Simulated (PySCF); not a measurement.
# CH7FGeSi: NMR shifts at several levels of theory

How much do the NMR shifts of CH7FGeSi (`C[Si@H](F)[GeH3]`) depend on the level of theory, and what does each level cost?

Programs: PySCF 2.14.0, with density-fitted response routines of our own. Each step states its level of theory. These are calculated values for one molecule in the gas phase, unless marked as measured. Atoms count from 0, in the outputs and in this text.

## 1. The starting structure

11 atoms, charge 0, multiplicity 1; geometry from: PBE0-D3(BJ)/def2-SVP.

Bonds of the start (Å): C0–Si1 1.87, Si1–F2 1.64, Si1–Ge3 2.38, C0–H4 1.10, C0–H5 1.10, C0–H6 1.10, Si1–H7 1.49, Ge3–H8 1.54, Ge3–H9 1.54, Ge3–H10 1.54.

## 2. NMR shieldings: PBE0/6-31G*

Job settings and geometry (Å):

```
{"job": {"kind": "nmr", "xc": "PBE0", "basis": "6-31G*", "pop": true}, "charge": 0, "multiplicity": 1}
C     -1.608145    -0.347027     0.026916
Si    -0.071098     0.706452     0.117762
F     -0.153717     1.845910    -1.054588
Ge     1.916301    -0.547963    -0.249443
H     -2.508531     0.284879     0.079427
H     -1.642695    -0.923870    -0.909317
H     -1.635801    -1.054257     0.871230
H     -0.000951     1.431439     1.422340
H      1.848275    -1.285783    -1.600399
H      3.157696     0.361929    -0.250446
H      2.090495    -1.602317     0.862827
```

Level: GIAO PBE0/6-31G* NMR shielding, non-relativistic, gas phase.

On the command line:

```bash
$ OMP_NUM_THREADS=1 python probes_run.py task.json out
```

The driver reads the jobs from task.json and runs them one after another.

The program printed:

```text
coarse grid: 41616 points
cycle   1  E = -2507.8035780811  dE = -5.872e-01  |g| = 6.638e-01  |ddm| = 2.774e+00
cycle   2  E = -2507.7263566780  dE =  7.722e-02  |g| = 9.577e-01  |ddm| = 1.209e+00
cycle   3  E = -2507.8753483007  dE = -1.490e-01  |g| = 9.359e-02  |ddm| = 7.845e-01
cycle   4  E = -2507.8767717050  dE = -1.423e-03  |g| = 2.247e-02  |ddm| = 7.814e-02
cycle   5  E = -2507.8768759256  dE = -1.042e-04  |g| = 3.733e-03  |ddm| = 2.445e-02
cycle   6  E = -2507.8768807599  dE = -4.834e-06  |g| = 4.687e-04  |ddm| = 5.954e-03
final grid: 85384 points
cycle   7  E = -2507.8768760707  dE = -3.341e-08  |g| = 4.425e-04  |ddm| = 1.108e-03
cycle   8  E = -2507.8768760570  dE =  1.366e-08  |g| = 5.132e-04  |ddm| = 8.748e-04
cycle   9  E = -2507.8768761195  dE = -6.247e-08  |g| = 6.204e-05  |ddm| = 4.567e-04
cycle  10  E = -2507.8768761202  dE = -7.153e-10  |g| = 9.300e-06  |ddm| = 5.662e-05
converged SCF energy = -2507.8768761202

GIAO shielding tensors (ppm)
atom      isotropic    diamagn.    paramagn.     s11        s22        s33       span
  0 C      191.713     253.069     -61.357    177.213    198.243    199.682     22.469
  1 Si     372.599     877.963    -505.364    307.186    363.362    447.248    140.062
  2 F      391.512     468.434     -76.922    365.955    386.295    422.284     56.329
  3 Ge    1819.907    2761.005    -941.098   1805.195   1821.197   1833.329     28.134
  4 H       31.190      29.106       2.085     26.931     28.267     38.373     11.442
  5 H       31.215      30.507       0.708     26.929     30.085     36.631      9.702
  6 H       31.976      30.329       1.647     27.782     29.771     38.375     10.593
  7 H       25.951      29.120      -3.168     23.248     24.065     30.540      7.292
  8 H       28.261      29.230      -0.969     22.165     23.406     39.212     17.046
  9 H       28.218      28.354      -0.136     22.098     22.855     39.701     17.603
 10 H       28.516      29.216      -0.700     22.522     23.404     39.621     17.099
```

Wall time 7.2 s (1 thread of Arm Neoverse V2, shared host); peak memory 0.49 GiB.

Shifts follow as δ = σ(reference) − σ, with reference shieldings (ppm) from runs at the same level and on the same kind of geometry: 1H TMS 31.96, 13C TMS 194.1, 29Si TMS 418.1, 19F CFCl3 198.9, 73Ge GeMe4 1541. The references are single molecules in the gas phase, so shifts against H2O, NH3, PH3, H3PO4 or CFCl3 are not on the usual liquid scales and can be off by tens of ppm. Atoms listed in one row are averaged.

```csv
atoms,environment,σ (ppm),δ (ppm)
C0,methyl carbon bonded to Si,191.7,2.4
H7,"hydrogen on a silicon bonded to C, F, Ge",25.95,6.01
"H8, H9, H10",hydrogen on a germanium bonded to Si,28.33,3.63
"H4, H5, H6",hydrogen on a methyl carbon bonded to Si,31.46,0.50
Si1,"silicon bonded to C, F, Ge, H",372.6,45.5
F2,fluorine bonded to Si,391.5,-192.6
Ge3,"germanium bonded to Si, 3 H",1820,-279
```

Charges from the same density, by scheme (e):

```csv
atoms,Mulliken,IAO,Hirshfeld,ESP fit
C0,-0.80,-0.73,-0.19,-0.64
Si1,0.83,0.98,0.34,0.72
F2,-0.41,-0.53,-0.21,-0.31
Ge3,-0.28,0.09,0.15,-0.18
```

Mayer bond orders: C0–Si1 0.95, Si1–F2 0.93, Si1–Ge3 0.90.

## 3. Nuclear shieldings: PBE0/def2-SVP

The job, as its differences from that of step 2:

```diff
@@ -1,2 +1,2 @@
-{"job": {"kind": "nmr", "xc": "PBE0", "basis": "6-31G*", "pop": true}, "charge": 0, "multiplicity": 1}
+{"job": {"kind": "nmr", "xc": "PBE0", "basis": "def2-SVP", "pop": true}, "charge": 0, "multiplicity": 1}
 C     -1.608145    -0.347027     0.026916
```

Level: GIAO PBE0/def2-SVP NMR shielding, non-relativistic, gas phase.

The program printed:

```text
coarse grid: 41616 points
cycle   1  E = -2507.6522289686  dE = -6.142e-01  |g| = 6.523e-01  |ddm| = 3.031e+00
cycle   2  E = -2507.5753313578  dE =  7.690e-02  |g| = 9.452e-01  |ddm| = 1.362e+00
cycle   3  E = -2507.7226680333  dE = -1.473e-01  |g| = 9.200e-02  |ddm| = 8.788e-01
cycle   4  E = -2507.7240274471  dE = -1.359e-03  |g| = 2.343e-02  |ddm| = 8.468e-02
cycle   5  E = -2507.7241389206  dE = -1.115e-04  |g| = 4.062e-03  |ddm| = 2.570e-02
cycle   6  E = -2507.7241442854  dE = -5.365e-06  |g| = 7.017e-04  |ddm| = 6.246e-03
final grid: 85384 points
cycle   7  E = -2507.7241841189  dE = -2.216e-08  |g| = 7.347e-04  |ddm| = 1.682e-03
cycle   8  E = -2507.7241840770  dE =  4.191e-08  |g| = 8.605e-04  |ddm| = 1.551e-03
cycle   9  E = -2507.7241842532  dE = -1.762e-07  |g| = 9.491e-05  |ddm| = 8.139e-04
cycle  10  E = -2507.7241842550  dE = -1.726e-09  |g| = 1.170e-05  |ddm| = 9.366e-05
cycle  11  E = -2507.7241842550  dE = -2.456e-11  |g| = 2.531e-06  |ddm| = 1.272e-05
converged SCF energy = -2507.7241842550

GIAO shielding tensors (ppm)
atom      isotropic    diamagn.    paramagn.     s11        s22        s33       span
  0 C      192.229     249.889     -57.661    178.136    197.748    200.802     22.665
  1 Si     380.915     879.324    -498.409    313.895    376.651    452.198    138.303
  2 F      392.076     466.278     -74.202    356.066    389.388    430.774     74.708
  3 Ge    1766.215    2756.398    -990.183   1755.404   1766.523   1776.718     21.313
  4 H       30.529      28.852       1.677     26.453     27.412     37.723     11.270
  5 H       30.636      30.690      -0.054     26.541     29.260     36.105      9.564
  6 H       31.390      30.447       0.943     27.287     29.033     37.851     10.564
  7 H       25.606      29.436      -3.831     23.133     23.836     29.848      6.715
  8 H       27.786      28.839      -1.053     21.817     22.898     38.642     16.825
  9 H       27.689      28.066      -0.377     21.685     22.265     39.117     17.432
 10 H       27.997      28.772      -0.774     22.013     22.974     39.006     16.993
```

Run time: 8.3 s. Hardware: 1 thread of Arm Neoverse V2, shared host; peak memory 0.59 GiB.

This run: δ C0 1.5, Si1 26.3, F2 -177.4, Ge3 -308, H7 5.74, H8 3.52 ppm (means over like atoms).

## 4. Shielding tensors: PBE0/def2-TZVP

The job, as its differences from that of step 3:

```diff
@@ -1,2 +1,2 @@
-{"job": {"kind": "nmr", "xc": "PBE0", "basis": "def2-SVP", "pop": true}, "charge": 0, "multiplicity": 1}
+{"job": {"kind": "nmr", "xc": "PBE0", "basis": "def2-TZVP", "pop": true}, "charge": 0, "multiplicity": 1}
 C     -1.608145    -0.347027     0.026916
```

Level: GIAO PBE0/def2-TZVP NMR shielding, non-relativistic, gas phase.

The program printed:

```text
coarse grid: 41616 points
cycle   1  E = -2508.1764554587  dE = -5.899e-01  |g| = 8.432e-01  |ddm| = 2.395e+00
cycle   2  E = -2508.0817357272  dE =  9.472e-02  |g| = 1.179e+00  |ddm| = 9.416e-01
cycle   3  E = -2508.2593682135  dE = -1.776e-01  |g| = 1.441e-01  |ddm| = 6.265e-01
cycle   4  E = -2508.2621271884  dE = -2.759e-03  |g| = 2.680e-02  |ddm| = 7.458e-02
cycle   5  E = -2508.2622277536  dE = -1.006e-04  |g| = 6.122e-03  |ddm| = 2.050e-02
cycle   6  E = -2508.2622371463  dE = -9.393e-06  |g| = 6.887e-04  |ddm| = 6.302e-03
final grid: 85384 points
cycle   7  E = -2508.2621672458  dE = -1.172e-07  |g| = 7.596e-04  |ddm| = 1.837e-03
cycle   8  E = -2508.2621671770  dE =  6.872e-08  |g| = 9.988e-04  |ddm| = 1.181e-03
cycle   9  E = -2508.2621673805  dE = -2.034e-07  |g| = 1.182e-04  |ddm| = 5.957e-04
cycle  10  E = -2508.2621673831  dE = -2.558e-09  |g| = 1.875e-05  |ddm| = 9.185e-05
cycle  11  E = -2508.2621673831  dE = -7.230e-11  |g| = 3.861e-06  |ddm| = 1.217e-05
converged SCF energy = -2508.2621673831

GIAO shielding tensors (ppm)
atom      isotropic    diamagn.    paramagn.     s11        s22        s33       span
  0 C      185.069     247.800     -62.731    170.463    190.849    193.894     23.431
  1 Si     300.108     875.566    -575.459    226.251    295.873    378.199    151.948
  2 F      377.375     467.311     -89.936    350.222    373.480    408.421     58.199
  3 Ge    1713.072    2759.410   -1046.338   1701.984   1713.552   1723.681     21.697
  4 H       30.615      28.805       1.810     26.812     27.701     37.332     10.520
  5 H       30.727      30.026       0.701     26.901     29.532     35.749      8.848
  6 H       31.403      29.732       1.671     27.477     29.145     37.586     10.109
  7 H       25.437      29.211      -3.774     23.136     23.868     29.307      6.171
  8 H       27.803      28.661      -0.858     21.937     22.981     38.490     16.553
  9 H       27.697      28.087      -0.390     21.830     22.329     38.931     17.101
 10 H       27.973      28.619      -0.646     22.109     22.904     38.904     16.795
```

Wall time 18 s (1 thread of Arm Neoverse V2, shared host); peak memory 0.91 GiB.

In short: δ C0 1.6, Si1 31.5, F2 -198.5, Ge3 -339, H7 6.04, H8 3.66 ppm (means over like atoms).

## 5. Shielding tensors: PBE0/cc-pVDZ

The job, as its differences from that of step 4:

```diff
@@ -1,2 +1,2 @@
-{"job": {"kind": "nmr", "xc": "PBE0", "basis": "def2-TZVP", "pop": true}, "charge": 0, "multiplicity": 1}
+{"job": {"kind": "nmr", "xc": "PBE0", "basis": "cc-pVDZ", "pop": true}, "charge": 0, "multiplicity": 1}
 C     -1.608145    -0.347027     0.026916
```

Level: GIAO PBE0/cc-pVDZ NMR shielding, non-relativistic, gas phase.

The program printed:

```text
coarse grid: 41616 points
cycle   1  E = -2508.0839527940  dE = -5.369e-01  |g| = 5.930e-01  |ddm| = 5.617e+00
cycle   2  E = -2508.0065419510  dE =  7.741e-02  |g| = 9.064e-01  |ddm| = 2.195e+00
cycle   3  E = -2508.1498605155  dE = -1.433e-01  |g| = 7.518e-02  |ddm| = 1.245e+00
cycle   4  E = -2508.1509153380  dE = -1.055e-03  |g| = 2.706e-02  |ddm| = 1.556e-01
cycle   5  E = -2508.1511062076  dE = -1.909e-04  |g| = 3.338e-03  |ddm| = 5.234e-02
cycle   6  E = -2508.1511092919  dE = -3.084e-06  |g| = 6.701e-04  |ddm| = 9.315e-03
final grid: 85384 points
cycle   7  E = -2508.1511457751  dE = -8.251e-08  |g| = 6.110e-04  |ddm| = 3.873e-03
cycle   8  E = -2508.1511457935  dE = -1.842e-08  |g| = 6.056e-04  |ddm| = 3.310e-03
cycle   9  E = -2508.1511458995  dE = -1.059e-07  |g| = 1.145e-04  |ddm| = 1.506e-03
cycle  10  E = -2508.1511459019  dE = -2.428e-09  |g| = 5.857e-06  |ddm| = 1.612e-04
cycle  11  E = -2508.1511459019  dE = -7.276e-12  |g| = 2.118e-06  |ddm| = 1.465e-05
converged SCF energy = -2508.1511459019

GIAO shielding tensors (ppm)
atom      isotropic    diamagn.    paramagn.     s11        s22        s33       span
  0 C      194.526     247.061     -52.535    180.620    199.913    203.045     22.425
  1 Si     386.165     881.588    -495.423    319.900    381.070    457.524    137.624
  2 F      399.040     466.570     -67.530    360.369    399.171    437.580     77.211
  3 Ge    1825.502    2756.518    -931.015   1815.436   1823.607   1837.464     22.027
  4 H       30.415      28.349       2.066     26.394     27.292     37.559     11.165
  5 H       30.552      30.182       0.369     26.448     29.266     35.941      9.493
  6 H       31.287      29.940       1.347     27.262     29.028     37.571     10.309
  7 H       25.621      29.490      -3.869     23.029     23.741     30.094      7.065
  8 H       27.771      28.981      -1.211     21.730     22.812     38.770     17.039
  9 H       27.675      28.191      -0.516     21.646     22.180     39.200     17.554
 10 H       28.027      28.950      -0.923     22.060     22.935     39.088     17.029
```

Wall time 9 s (1 thread of Arm Neoverse V2, shared host); peak memory 0.59 GiB.

This run: δ C0 2.2, Si1 32.4, F2 -198.1, Ge3 -282, H7 5.67, H8 3.47 ppm (means over like atoms).

## 6. NMR shieldings: PBE0/cc-pVTZ

The job, as its differences from that of step 5:

```diff
@@ -1,2 +1,2 @@
-{"job": {"kind": "nmr", "xc": "PBE0", "basis": "cc-pVDZ", "pop": true}, "charge": 0, "multiplicity": 1}
+{"job": {"kind": "nmr", "xc": "PBE0", "basis": "cc-pVTZ", "pop": true}, "charge": 0, "multiplicity": 1}
 C     -1.608145    -0.347027     0.026916
```

Level: GIAO PBE0/cc-pVTZ NMR shielding, non-relativistic, gas phase.

The program printed:

```text
coarse grid: 41616 points
cycle   1  E = -2508.2180537131  dE = -5.836e-01  |g| = 7.027e-01  |ddm| = 5.812e+00
cycle   2  E = -2508.1344531842  dE =  8.360e-02  |g| = 1.023e+00  |ddm| = 1.850e+00
cycle   3  E = -2508.2920316133  dE = -1.576e-01  |g| = 1.219e-01  |ddm| = 1.103e+00
cycle   4  E = -2508.2940469223  dE = -2.015e-03  |g| = 2.645e-02  |ddm| = 1.616e-01
cycle   5  E = -2508.2941779095  dE = -1.310e-04  |g| = 7.101e-03  |ddm| = 4.861e-02
cycle   6  E = -2508.2941916279  dE = -1.372e-05  |g| = 1.272e-03  |ddm| = 1.379e-02
cycle   7  E = -2508.2941919514  dE = -3.235e-07  |g| = 3.225e-04  |ddm| = 2.221e-03
final grid: 85384 points
cycle   8  E = -2508.2940447240  dE = -1.275e-07  |g| = 3.624e-04  |ddm| = 2.949e-03
cycle   9  E = -2508.2940447216  dE =  2.376e-09  |g| = 4.059e-04  |ddm| = 8.792e-04
cycle  10  E = -2508.2940447452  dE = -2.362e-08  |g| = 3.223e-05  |ddm| = 4.397e-04
cycle  11  E = -2508.2940447453  dE = -1.369e-10  |g| = 1.472e-05  |ddm| = 4.919e-05
converged SCF energy = -2508.2940447453

GIAO shielding tensors (ppm)
atom      isotropic    diamagn.    paramagn.     s11        s22        s33       span
  0 C      185.598     244.976     -59.378    170.888    191.176    194.731     23.843
  1 Si     328.767     884.221    -555.454    258.094    321.246    406.962    148.868
  2 F      384.381     465.704     -81.323    356.349    379.898    416.896     60.547
  3 Ge    1750.088    2756.306   -1006.217   1737.776   1751.102   1761.388     23.612
  4 H       30.397      28.750       1.647     26.433     27.424     37.333     10.900
  5 H       30.509      30.037       0.472     26.511     29.258     35.758      9.247
  6 H       31.189      29.600       1.589     27.151     28.822     37.594     10.443
  7 H       25.473      29.069      -3.596     23.123     23.823     29.472      6.349
  8 H       27.762      28.998      -1.235     21.867     22.929     38.491     16.624
  9 H       27.652      28.332      -0.680     21.748     22.292     38.916     17.169
 10 H       27.945      28.905      -0.960     22.056     22.867     38.913     16.857
```

Run time: 26 s. Hardware: 1 thread of Arm Neoverse V2, shared host; peak memory 0.98 GiB.

This run: δ C0 1.7, Si1 31.2, F2 -201.8, Ge3 -335, H7 5.82, H8 3.50 ppm (means over like atoms).

## 7. NMR shieldings: PBE0/aug-cc-pVDZ

The job, as its differences from that of step 6:

```diff
@@ -1,2 +1,2 @@
-{"job": {"kind": "nmr", "xc": "PBE0", "basis": "cc-pVTZ", "pop": true}, "charge": 0, "multiplicity": 1}
+{"job": {"kind": "nmr", "xc": "PBE0", "basis": "aug-cc-pVDZ", "pop": true}, "charge": 0, "multiplicity": 1}
 C     -1.608145    -0.347027     0.026916
```

Level: GIAO PBE0/aug-cc-pVDZ NMR shielding, non-relativistic, gas phase.

The program printed:

```text
coarse grid: 41616 points
cycle   1  E = -2508.1084420625  dE = -5.538e-01  |g| = 5.561e-01  |ddm| = 6.466e+00
cycle   2  E = -2508.0379002895  dE =  7.054e-02  |g| = 8.583e-01  |ddm| = 1.998e+00
cycle   3  E = -2508.1671920360  dE = -1.293e-01  |g| = 7.954e-02  |ddm| = 1.099e+00
cycle   4  E = -2508.1683563202  dE = -1.164e-03  |g| = 2.542e-02  |ddm| = 1.769e-01
cycle   5  E = -2508.1685224924  dE = -1.662e-04  |g| = 4.075e-03  |ddm| = 5.364e-02
cycle   6  E = -2508.1685269597  dE = -4.467e-06  |g| = 7.556e-04  |ddm| = 1.169e-02
final grid: 85384 points
cycle   7  E = -2508.1685634274  dE = -1.256e-07  |g| = 6.869e-04  |ddm| = 8.815e-03
cycle   8  E = -2508.1685634573  dE = -2.993e-08  |g| = 6.378e-04  |ddm| = 3.777e-03
cycle   9  E = -2508.1685635904  dE = -1.331e-07  |g| = 8.480e-05  |ddm| = 1.747e-03
cycle  10  E = -2508.1685635917  dE = -1.292e-09  |g| = 7.664e-06  |ddm| = 1.173e-04
cycle  11  E = -2508.1685635917  dE = -1.319e-11  |g| = 2.869e-06  |ddm| = 2.156e-05
converged SCF energy = -2508.1685635917

GIAO shielding tensors (ppm)
atom      isotropic    diamagn.    paramagn.     s11        s22        s33       span
  0 C      193.833     196.076      -2.243    179.975    199.593    201.932     21.957
  1 Si     381.477     875.830    -494.353    312.684    374.143    457.605    144.921
  2 F      399.450     475.875     -76.425    363.200    400.453    434.696     71.496
  3 Ge    1840.760    2760.488    -919.728   1822.105   1839.324   1860.851     38.745
  4 H       30.404      30.717      -0.313     26.445     27.443     37.325     10.880
  5 H       30.543      26.869       3.674     26.594     29.248     35.787      9.193
  6 H       31.207      28.337       2.870     27.137     28.857     37.626     10.489
  7 H       25.429      24.322       1.107     22.851     23.737     29.699      6.847
  8 H       27.687      27.749      -0.063     21.741     22.825     38.495     16.754
  9 H       27.581      26.899       0.682     21.642     22.204     38.896     17.254
 10 H       27.891      27.801       0.090     21.938     22.782     38.953     17.015
```

It took 17 s on 1 thread of Arm Neoverse V2, shared host; peak memory 0.88 GiB.

Key values: δ C0 1.3, Si1 35.2, F2 -205.3, Ge3 -327, H7 5.97, H8 3.68 ppm (means over like atoms).

## 8. Nuclear shieldings: PBE0/pcSseg-0

The job, as its differences from that of step 7:

```diff
@@ -1,2 +1,2 @@
-{"job": {"kind": "nmr", "xc": "PBE0", "basis": "aug-cc-pVDZ", "pop": true}, "charge": 0, "multiplicity": 1}
+{"job": {"kind": "nmr", "xc": "PBE0", "basis": "pcSseg-0", "pop": true}, "charge": 0, "multiplicity": 1}
 C     -1.608145    -0.347027     0.026916
```

With the program's defaults for keys left out, this is: GIAO PBE0/pcSseg-0 NMR shielding, non-relativistic, gas phase.

The program printed:

```text
coarse grid: 41616 points
cycle   1  E = -2505.0497218551  dE = -1.083e+00  |g| = 5.692e-01  |ddm| = 3.064e+00
cycle   2  E = -2504.9904945350  dE =  5.923e-02  |g| = 8.443e-01  |ddm| = 1.720e+00
cycle   3  E = -2505.1085955131  dE = -1.181e-01  |g| = 7.076e-02  |ddm| = 1.095e+00
cycle   4  E = -2505.1095159445  dE = -9.204e-04  |g| = 2.610e-02  |ddm| = 1.080e-01
cycle   5  E = -2505.1096795101  dE = -1.636e-04  |g| = 4.370e-03  |ddm| = 3.028e-02
cycle   6  E = -2505.1096849630  dE = -5.453e-06  |g| = 7.177e-04  |ddm| = 7.711e-03
final grid: 85384 points
cycle   7  E = -2505.1094352886  dE = -7.541e-08  |g| = 6.381e-04  |ddm| = 2.430e-03
cycle   8  E = -2505.1094352842  dE =  4.398e-09  |g| = 7.307e-04  |ddm| = 1.854e-03
cycle   9  E = -2505.1094353985  dE = -1.143e-07  |g| = 1.102e-04  |ddm| = 9.230e-04
cycle  10  E = -2505.1094354011  dE = -2.598e-09  |g| = 8.150e-06  |ddm| = 1.596e-04
cycle  11  E = -2505.1094354011  dE = -1.819e-11  |g| = 2.668e-06  |ddm| = 1.245e-05
converged SCF energy = -2505.1094354011

GIAO shielding tensors (ppm)
atom      isotropic    diamagn.    paramagn.     s11        s22        s33       span
  0 C      191.432     261.361     -69.929    175.592    197.957    200.749     25.157
  1 Si     323.003     876.160    -553.156    233.976    304.133    430.901    196.925
  2 F      442.174     470.949     -28.775    323.340    466.854    536.329    212.989
  3 Ge    1904.608    2750.816    -846.207   1885.444   1898.838   1929.544     44.100
  4 H       32.035      30.842       1.193     27.487     29.066     39.551     12.064
  5 H       32.076      31.544       0.531     27.719     30.676     37.831     10.111
  6 H       32.853      31.437       1.416     28.344     30.335     39.880     11.537
  7 H       26.684      28.577      -1.893     23.481     24.331     32.241      8.760
  8 H       29.074      29.057       0.017     22.939     24.492     39.790     16.852
  9 H       29.107      28.838       0.269     22.857     24.015     40.449     17.592
 10 H       29.236      29.010       0.226     22.878     24.536     40.295     17.417
```

It took 4.8 s on 1 thread of Arm Neoverse V2, shared host; peak memory 0.49 GiB.

This run: δ C0 2.1, Si1 25.5, F2 -263.8, Ge3 -356, H7 6.15, H8 3.69 ppm (means over like atoms).

## 9. Run by run: NMR shifts

Shifts (ppm), means over like atoms, with basis size and wall time:

```csv
run,C0,H7,H8,H4,Si1,F2,Ge3,functions,time
PBE0/6-31G*,2.4,6.01,3.63,0.50,45.5,-192.6,-279,92,7.2 s
PBE0/def2-SVP,1.5,5.74,3.52,0.49,26.3,-177.4,-308,113,8.3 s
PBE0/def2-TZVP,1.6,6.04,3.66,0.57,31.5,-198.5,-339,189,18 s
PBE0/cc-pVDZ,2.2,5.67,3.47,0.54,32.4,-198.1,-282,108,9 s
PBE0/cc-pVTZ,1.7,5.82,3.50,0.59,31.2,-201.8,-335,235,26 s
PBE0/aug-cc-pVDZ,1.3,5.97,3.68,0.68,35.2,-205.3,-327,172,17 s
PBE0/pcSseg-0,2.1,6.15,3.69,0.51,25.5,-263.8,-356,70,4.8 s
```

## 10. Results

| quantity | value |
| --- | --- |
| 13C shifts against TMS (PBE0/6-31G*) | 2.4 ppm |
| 1H shifts against TMS (PBE0/6-31G*, means over atoms taken as alike) | 6.01, 3.63, 0.50 ppm |
| 29Si shifts against TMS (PBE0/6-31G*) | 45.5 ppm |
| 19F shifts against CFCl3 (PBE0/6-31G*) | -192.6 ppm |
| 73Ge shifts against GeMe4 (PBE0/6-31G*) | -279 ppm |
| range of the shift of F2 | -263.8 to -177.4 ppm |

What this shows: Single values in the summary come from the first run of each kind that ended normally (PBE0/6-31G*), which need not be the best level. At PBE0/6-31G*: Shielding is most anisotropic at Si1 (span 140 ppm, paramagnetic term -505 ppm). Across the 7 runs the shift of F2 moves most, between -263.8 (PBE0/pcSseg-0) and -177.4 ppm (PBE0/def2-SVP). Part of that comes from the computed reference. Spin-orbit coupling is left out, which matters for shieldings and couplings at and beside the heavy atoms.
